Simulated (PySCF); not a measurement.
# SnSe: from the state search to spectroscopic constants

An exercise on one series of results from a longer session: the logs are not shown, and one member is left open.

The runs use PySCF 2.14.0; Sn def2-TZVPP with ECP28, Se def2-TZVPP, scalar-relativistic core potentials.

The first run:

The job is set up so:

```yaml
atoms: Sn, Se
charge: 0
basis: Sn def2-TZVPP with ECP28, Se def2-TZVPP
Hamiltonian: scalar-relativistic core potentials
basis_functions: 98
electrons_treated: 56
masses_in_u: 119.9022, 79.9165
levels: PBE0, PBE, r²SCAN, TPSSh, B97-3, PBEsol, MN15, ωB97M-V, HF, MP2, SCS-MP2, CCSD, CCSD(T)
grid: 80 radial by 434 angular points
occupations: held fixed by the projection of orbital angular momentum
dissociation_limit: Sn + Se, each in its ground configuration
starting_distance_in_angstrom: 2.465
values_of_2S_to_try: 0, 2, 4
```

The run is started by

```
$ OMP_NUM_THREADS=2 python dia.py task.json out
```

Among the steps run: The job; PBE0 along the bond; Excited determinants; PBE; r²SCAN (meta-GGA); TPSSh (hybrid meta-GGA); B97-3 (global hybrid GGA); PBEsol (GGA); MN15 (hybrid meta-GGA); ωB97M-V; RHF (mean field); MP2 and coupled cluster.

One of the session's tables, all rows but one given; the rest of the session is left out.

It belongs to the step «The curves together». Energy (eV) from each level's lowest point:

```
R (Å)    RHF  RHF-MP2  RHF-SCS-MP2  RHF-CCSD  RHF-CCSD(T)
2.005  1.615    1.613        1.662       n/a          n/a
2.098  0.681    0.701        0.732     0.706        0.774
2.191  0.185    0.209        0.226     0.208        0.252
2.261  0.024    0.041        0.048     0.038        0.061
2.331  0.000    0.000        0.000     0.000        0.000
2.401  0.080    0.056        0.050     0.061        0.036
2.494      ?        ?            ?         ?            ?
2.611  0.719    0.594        0.574     0.620        0.501
2.751  1.321    1.124        1.096     1.157        0.960
2.937  2.186    1.953        1.907       n/a          n/a
```

Estimate the missing values for R (Å) = 2.494.

Worked estimate for «RHF». A straight line through the neighbours (2.401, 0.080) and (2.611, 0.719) gives 0.080 + (0.719 − 0.080) × (2.494 − 2.401) / (2.611 − 2.401) = 0.363; a parabola fitted to 4 rows on both sides gives 0.321.

As computed: RHF: 0.307; RHF-MP2: 0.242; RHF-SCS-MP2: 0.229; RHF-CCSD: 0.256; RHF-CCSD(T): 0.192. In «RHF» the line misses by +0.056 and the parabola by +0.014.
